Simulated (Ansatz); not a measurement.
# Hf: the cost of one run

Computed with Ansatz 0.2.0 (DFT PBEsol, scalar-relativistic, plane waves, PAW, unless a step's input says otherwise).

1 further run of the same task is left out (set aside as unsound or not needed).

### Step 1. Starting point

The structure is hexagonal, space group P6_3/mmc (No. 194). Conventional cell: a = 3.197 Å, b = 3.197 Å, c = 5.058 Å, α = 90.00°, β = 90.00°, γ = 120.00°. Hf (site symmetry -6m2) has 12 Hf at 3.13 to 3.20 Å as nearest neighbours.

Coordinates:

```xyz
2
Lattice="3.1967 0.0000 0.0000 -1.5983 2.7684 0.0000 0.0000 0.0000 5.0578" Properties=species:S:1:pos:R:3 pbc="T T T"
Hf    0.0000    1.8456    1.2645
Hf    1.5983    0.9228    3.7934
```

The structure comes from the Crystallography Open Database.

### Step 2. A change within a subgroup

What differs from the listed cell: strain xx, yy, zz, yz, xz, xy = +2.1, +2.1, +3.6, +0.0, +0.0, +0.0 %; atoms moved by 0.10 Å root mean square, at most 0.10 Å.

File input.yaml:

```yaml
crystal:
  lattice:
    - [3.2624865798, 0.0, 0.0]
    - [-1.6312432899, 2.8253962576, 0.0]
    - [0.0, 0.0, 5.237756524]
  atoms:
    - { symbol: Hf, position: [0.3333333333, 0.6666666667, 0.2302285579] }
    - { symbol: Hf, position: [0.6666666667, 0.3333333333, 0.7697714421] }
basis:
  ecutwfc: 420
kpoints:
  mp_grid: { grid: [15, 15, 8] }
hamiltonian:
  xc: pbesol
scf:
  occupations: { method: gaussian, width: 0.1 }
output:
  forces: true
  stress: true
  eigenvalues: true
```

Q: Estimate wall time and peak memory on 1 thread of an Arm CPU, shared host.

About 15 s, with a peak of 0.47 GiB.
